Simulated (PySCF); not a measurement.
# H8Mn2N4 (Mn2(NH2)4): the cost of one run

Programs: PySCF 2.14.0, with routines of our own; each step states its level. All values are computed. Atoms count from 0.

## Step 1: The system as given

14 atoms, charge 0, multiplicity 11; geometry from: GFN2-xTB.

## Step 2: Open-shell or spin-flip excitations: unrestricted TDDFT PBE0/def2-SVP Mn:def2-TZVP

What the job is given:

```
{"job": {"kind": "uabs", "xc": "PBE0", "basis": {"default": "def2-SVP", "Mn": "def2-TZVP"}, "nstates": 15, "tda": false, "pol": false}, "charge": 0, "multiplicity": 11}
Mn     1.230450    -0.267810    -0.318820
N      2.680870    -0.831610     0.799480
N      0.338560     1.665170    -0.744370
Mn    -1.249750     0.332720    -0.079600
N     -2.573750     0.445480     1.299830
N     -0.437330    -1.301330    -1.256700
H      3.320290    -0.233090     1.317420
H      2.919650    -1.783230     1.068940
H      0.595180     2.580930    -0.391550
H      0.254230     1.770230    -1.757420
H     -2.763890     1.241790     1.904340
H     -3.177700    -0.301800     1.635650
H     -0.674730    -2.287230    -1.235560
H     -0.462100    -1.030210    -2.241640
```

Level: unrestricted TDDFT PBE0/def2-SVP Mn:def2-TZVP, vertical, gas phase, core orbitals frozen in the response.

On the command line:

```
> OMP_NUM_THREADS=1 python excited_run.py task.json out
```

The driver reads the jobs from task.json and runs them one after another.

Q: Estimate the wall time and peak memory of this first job on 1 thread of Arm Neoverse V1, shared host.

About 4.4 min, with a peak of 0.77 GiB.
